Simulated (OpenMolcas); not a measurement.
**C2H7NSi (SMILES C=NC[SiH3]): levels of theory compared**

Aim: a comparison of 6 runs (HF/STO-3G, B3LYP/6-31G*, B2PLYP/cc-pVDZ, M06-2X/cc-pVDZ, M06-L/cc-pVDZ, revPBE/cc-pVDZ) of C2H7NSi. 

The results are computed with OpenMolcas 26.06.

1 further run of the same task is left out (set aside as unsound or not needed).

### Step 1. Starting point

C2H7NSi has 11 atoms, charge 0, and is taken as a singlet. As SMILES, `C=NC[SiH3]`. The coordinates come from a PBE0-D4/def2-TZVP relaxation. This is one conformer, not always the lowest.

Bond lengths: C1–N2 1.259 Å, N2–C3 1.436 Å, C3–Si4 1.892 Å, C1–H5 1.089 Å, C1–H6 1.099 Å, C3–H7 1.095 Å, C3–H8 1.102 Å, Si4–H9 1.487 Å, Si4–H10 1.484 Å, Si4–H11 1.488 Å. Some angles: C1–N2–C3 118.6°, N2–C3–Si4 109.5°, N2–C1–H5 119.2°, N2–C1–H6 123.3°, N2–C3–H7 109.0°, N2–C3–H8 113.6°, Si4–C3–H7 106.9°, Si4–C3–H8 109.5°, C3–Si4–H9 109.5°, C3–Si4–H10 110.5°.

### Step 2. Energy and gradient at HF/STO-3G (run 1)

File mol.xyz:

```xyz
11

C     -0.639400     1.869300     0.363900
N     -0.998600     0.713100     0.018000
C     -0.299000    -0.417000     0.562600
Si     0.706300    -1.257400    -0.802700
H     -1.145900     2.733500    -0.063200
H      0.166900     2.059000     1.086600
H     -1.029900    -1.151400     0.917900
H      0.365200    -0.161700     1.404500
H      1.729600    -0.311300    -1.319900
H     -0.179800    -1.683000    -1.914500
H      1.389900    -2.450100    -0.232400
```

File run.inp:

```
>>> EXPORT MOLCAS_PRINT=2

&gateway
 baslib=$CurrDir
 coord=mol.xyz
 basis=STO-3G
 group=NoSym

&seward

&scf
 thresholds=1e-10 1e-07 1e-07 1e-05
 prorbitals=1

&alaska
```

The basis set STO-3G is read from a file made from the Basis Set Exchange's data (not shown).

Run with:

```sh
$ export MOLCAS_MEM=1860
$ pymolcas run.inp > run.log
```

The log of the run:

```text
--- Start Module: gateway ---
[...]
--- Stop Module: gateway /rc=_RC_ALL_IS_WELL_ ---
[...]
      Basis functions           31
[...]
--- Start Module: scf ---
[...]
       Convergence after  13 Iterations
[...]
::    Total SCF energy                               -418.1836091989
[...]
      Total spin, S                                     0.0000000000
[...]
      Total electronic charge=   40.000000
      Total            charge=   -0.000000
[...]
      Dipole Moment (debye):
      Origin of the operator (angstrom)=   -0.0572   -0.1196   -0.1535
                   X=  1.2072E+00               Y= -2.0089E-01               Z=  7.8868E-01           Total=  1.4559E+00
      Quadrupole Moment (debye*angstrom):
[...]
 *              Molecular gradients               *
 **************************************************
  Irreducible representation: a
 ------------------------------------------------------------------------------------------
                              X                       Y                       Z
 ------------------------------------------------------------------------------------------
  C1               -1.07343731127638E-02   -1.59980814549883E-02   -1.08909413074771E-02
  N2                2.99276119351841E-02   -1.49010923906816E-02    2.14754793226852E-02
  C3               -2.97756218427234E-02    4.13586103423742E-02   -1.58516738686503E-02
  SI4              -1.82741801203372E-02    1.38720443792062E-02    2.01876970823758E-02
  H5               -2.19610853260677E-03   -3.28007828434007E-04   -2.05249125861640E-03
  H6                5.60397477593222E-03   -3.08847811213298E-03    5.09927333155558E-03
  H7               -2.09045694166576E-03   -6.42948039727020E-03   -5.25222825354277E-04
  H8                7.97010491981665E-03    1.04123382400445E-03    6.30713511403291E-03
[...]
```

Wall time 1.3 s (1 thread of Intel Xeon 6975P-C (Granite Rapids), shared host); peak memory 0.37 GiB.

### Step 3. Energy and gradient at B3LYP/6-31G(d) (Cartesian functions) (run 2)

File input.xyz:

```xyz
11

C     -0.639400     1.869300     0.363900
N     -0.998600     0.713100     0.018000
C     -0.299000    -0.417000     0.562600
Si     0.706300    -1.257400    -0.802700
H     -1.145900     2.733500    -0.063200
H      0.166900     2.059000     1.086600
H     -1.029900    -1.151400     0.917900
H      0.365200    -0.161700     1.404500
H      1.729600    -0.311300    -1.319900
H     -0.179800    -1.683000    -1.914500
H      1.389900    -2.450100    -0.232400
```

File test.input:

```
&GATEWAY
  BASLIB=$CurrDir
  COORD=input.xyz
  BASIS=6-31Gs
  GROUP=NoSym

&SEWARD
  GRIDINPUT
  Grid=UltraFine
  End of Grid

&SCF
  KSDFT=B3LYP
  THRESHOLDS=1e-10 1e-07 1e-07 1e-05
  PRORBITALS=1 2

&ALASKA
```

The basis set 6-31G* is read from a file made from the Basis Set Exchange's data (not shown).

Run with:

```sh
$ export MOLCAS_MEM=1860
$ pymolcas test.input > test.log
```

The log of the run:

```text
--- Start Module: gateway ---
[...]
--- Stop Module: gateway /rc=_RC_ALL_IS_WELL_ ---
[...]
      Basis functions           78
[...]
--- Start Module: scf ---
[...]
       Convergence after  15 Iterations
[...]
::    Total KS-DFT energy                            -424.6335749991
[...]
      Total spin, S                                     0.0000000000
[...]
      Total electronic charge=   40.000000
      Total            charge=   -0.000000
[...]
      Dipole Moment (debye):
      Origin of the operator (angstrom)=   -0.0572   -0.1196   -0.1535
                   X=  7.3518E-01               Y=  4.0018E-01               Z=  1.1963E+00           Total=  1.4601E+00
      Quadrupole Moment (debye*angstrom):
[...]
 *              Molecular gradients               *
 **************************************************
  Irreducible representation: a
 ------------------------------------------------------------------------------------------
                              X                       Y                       Z
 ------------------------------------------------------------------------------------------
  C1               -2.82491906018811E-03   -1.00426276812016E-02   -2.87566588515809E-03
  N2                8.35466096464721E-03    5.97031283458982E-03    6.58476726662016E-03
  C3               -1.50408367183297E-03    4.05608632519394E-03   -3.33556371465527E-03
  SI4              -2.44290806164482E-03    1.99837707276629E-03    3.48410539076660E-03
  H5                6.94098957287892E-05   -1.96484651327378E-03    1.60481521444655E-04
  H6               -1.01484926749107E-03   -1.80186694790319E-03   -1.27554421625486E-03
  H7                1.18121750998856E-03    8.15863464429523E-04   -1.41927971372202E-03
  H8               -8.73675777565364E-04   -1.43842484769452E-04   -2.33983090816725E-03
[...]
```

Run time: 28 s. Hardware: 1 thread of Intel Xeon 6975P-C (Granite Rapids), shared host; peak memory 0.44 GiB.

Runs 3 to 5 aren't shown in full; the table further down has their settings and results.

### Step 4. Energy and forces at revPBE/cc-pVDZ (run 6)

File calc.input:

```
* C2H7NSi Kohn-Sham DFT

&GATEWAY
  BasLib=$CurrDir
  Coord
  11
  angstrom
  C       -0.639400       1.869300       0.363900
  N       -0.998600       0.713100       0.018000
  C       -0.299000      -0.417000       0.562600
  Si       0.706300      -1.257400      -0.802700
  H       -1.145900       2.733500      -0.063200
  H        0.166900       2.059000       1.086600
  H       -1.029900      -1.151400       0.917900
  H        0.365200      -0.161700       1.404500
  H        1.729600      -0.311300      -1.319900
  H       -0.179800      -1.683000      -1.914500
  H        1.389900      -2.450100      -0.232400
  Basis=cc-pVDZ
  Group=NoSym

&SEWARD
  GridInput
  Grid=UltraFine
  End of Grid

&SCF
  KSDFT=revPBE
  Thresholds=1e-10 1e-07 1e-07 1e-05
  PrOrbitals=1 1

&ALASKA
```

The basis set cc-pVDZ is read from a file made from the Basis Set Exchange's data (not shown).

Run with:

```sh
$ export MOLCAS_MEM=1860
$ pymolcas calc.input > calc.log
```

The log of the run:

```text
--- Start Module: gateway ---
[...]
--- Stop Module: gateway /rc=_RC_ALL_IS_WELL_ ---
[...]
      Basis functions           95
[...]
--- Start Module: scf ---
[...]
       Convergence after  17 Iterations
[...]
::    Total KS-DFT energy                            -424.5285589451
[...]
      Total spin, S                                     0.0000000000
[...]
      Total electronic charge=   40.000000
      Total            charge=   -0.000000
[...]
      Dipole Moment (debye):
      Origin of the operator (angstrom)=   -0.0572   -0.1196   -0.1535
                   X=  5.5637E-01               Y=  3.4198E-01               Z=  1.0404E+00           Total=  1.2284E+00
      Quadrupole Moment (debye*angstrom):
[...]
 *              Molecular gradients               *
 **************************************************
  Irreducible representation: a
 ------------------------------------------------------------------------------------------
                              X                       Y                       Z
 ------------------------------------------------------------------------------------------
  C1               -6.22647534116405E-03   -1.78742534845870E-02   -6.14245482216225E-03
  N2                1.71488466611240E-02    2.04756848574332E-02    1.53629540715556E-02
  C3                1.44759736189881E-04   -1.60047758035686E-03   -1.92323868438748E-03
  SI4              -2.02411286097615E-03    2.50270541430098E-03    2.65967780041887E-03
  H5                5.35003120618849E-03   -9.94571593674998E-03    4.59734130170486E-03
  H6               -9.12151721509735E-03   -4.04102754124080E-03   -8.48436963986954E-03
  H7                6.88769242538356E-03    7.79278313956810E-03   -3.37381529734504E-03
  H8               -7.44904160422433E-03   -1.37127057933362E-03   -9.16282352217568E-03
[...]
```

It took 42 s on 1 thread of Intel Xeon 6975P-C (Granite Rapids), shared host; peak memory 0.53 GiB.

### Step 5. The series

```tsv
run	level	Cartesian functions	integration grid	energy (Eh)	dipole moment (D)	HOMO energy (eV)	LUMO energy (eV)	wall time
1	HF/STO-3G	no	–	-418.183609	1.46	-8.91	8.30	1.3 s
2	B3LYP/6-31G* (Cartesian functions)	yes	UltraFine	-424.633575	1.46	-6.98	-0.23	28 s
3	B2PLYP/cc-pVDZ	no	UltraFine	-424.349333	1.45	-8.71	1.44	29 s
4	M06-2X/cc-pVDZ	no	UltraFine	-424.538850	1.37	-8.69	0.90	51 s
5	M06-L/cc-pVDZ	no	UltraFine	-424.613818	1.28	-6.06	-1.01	56 s
6	revPBE/cc-pVDZ	no	UltraFine	-424.528559	1.23	-5.72	-1.20	42 s
```

### Step 6. Summary of results

```
                       quantity          value
            run 6: total energy  -424.52856 Eh
           run 6: dipole moment         1.23 D
             run 6: HOMO energy       -5.72 eV
             run 6: LUMO energy       -1.20 eV
           run 6: HOMO–LUMO gap        4.52 eV
run 6: largest force on an atom     1.584 eV/Å
```

The dipole moment (its size) runs from 1.23 D (revPBE/cc-pVDZ) to 1.46 D (B3LYP/6-31G*). The two ends differ in method and basis. The HOMO–LUMO gap runs from 4.52 eV (revPBE/cc-pVDZ) to 17.22 eV (HF/STO-3G). For B2PLYP the log adds the whole second-order term; the table takes 0.27 of it, as the functional is defined. Totals of different functionals can't be ranked against each other. In run 1 the basis is minimal, so the values are rough. All runs together took 3.4 min, the longest 56 s.
